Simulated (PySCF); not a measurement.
# Cl3EuH3N (Eu(Cl)3(NH3)-): the cost of one run

The runs use PySCF 2.14.0; several levels, as the steps say, no spin–orbit coupling.

1 further run of the same task is left out (for a known fault of the program).

## Step 1: The starting structure

8 atoms, charge -1, spin multiplicity 1.

Bond lengths: Eu1–Cl2 2.739 Å, Eu1–Cl3 2.739 Å, Eu1–Cl4 2.739 Å, Eu1–N5 2.687 Å, N5–H6 1.019 Å, N5–H7 1.019 Å, N5–H8 1.019 Å. Angles: Cl2–Eu1–Cl3 119.9°, Cl2–Eu1–Cl4 119.9°, Cl2–Eu1–N5 91.8°, Cl3–Eu1–Cl4 119.9°, Cl3–Eu1–N5 91.8°, Cl4–Eu1–N5 91.8°, Eu1–N5–H6 111.2°, Eu1–N5–H7 111.2°, Eu1–N5–H8 111.2°, H6–N5–H7 107.6°, H6–N5–H8 107.6°, H7–N5–H8 107.6°.

As a file:

```csv
atom,x (Å),y (Å),z (Å)
Eu1,0.0655,-0.0655,0.0655
Cl2,1.2331,2.1202,1.2331
Cl3,-2.1202,-1.2331,1.2331
Cl4,1.2331,-1.2331,-2.1202
N5,-1.4857,1.4857,-1.4857
H6,-2.0866,2.0866,-0.9235
H7,-0.9235,2.0866,-2.0866
H8,-2.0866,0.9235,-2.0866
```

Formal oxidation states: Eu +2. Each metal's 7 4f electrons lie in its core potential, so multiplicities, spins and levels count the valence alone. An earlier session relaxed this geometry at PBE0, Eu lcecp-0-SVP with ECP53, Cl def2-SVP, N def2-SVP, H def2-SVP (singlet, point group C3v).

At PBE0 on the finer grid: E = -1465.892510 Eh, frontier levels not given, since the 4f levels lie in the core, Mulliken charge on Eu1 +0.40 e, largest force component 0.003 eV/Å. 

Levels to run: BP86; B3LYP; PBE0, TZVP. Hardware: 2 threads of Arm Neoverse V1, shared host.

## Step 2: BP86

run.py (the lines that set the calculation) reads:

```python
mol = gto.M(atom='''
Eu     0.06552    -0.06552     0.06552
Cl     1.23312     2.12020     1.23312
Cl    -2.12020    -1.23312     1.23312
Cl     1.23312    -1.23312    -2.12020
N     -1.48569     1.48569    -1.48569
H     -2.08656     2.08656    -0.92352
H     -0.92352     2.08656    -2.08656
H     -2.08656     0.92352    -2.08656''',
    basis={'Eu': 'lcecp-0-SVP', 'Cl': 'def2-SVP', 'N': 'def2-SVP', 'H': 'def2-SVP'},
    ecp={'Eu': 'lcecp-0-SVP'},
    charge=-1, spin=0)
mf = dft.RKS(mol, xc='B88,P86')
mf.grids.atom_grid = (75, 302)  # f atoms: unpruned, at least (60, 302)
mf = mf.density_fit()  # fitting sets: Eu AutoAux, Cl def2-universal-JKFIT, N def2-universal-JKFIT, H def2-universal-JKFIT
mf.conv_tol = 1e-08; mf.max_cycle = 55
mf.kernel(dm0)  # dm0: the density of the relaxed state
```

The run is started by

```
> OMP_NUM_THREADS=2 python run.py
```

**Question.** How long does this run take on 2 threads of Arm Neoverse V1, shared host?

About 8.3 s.
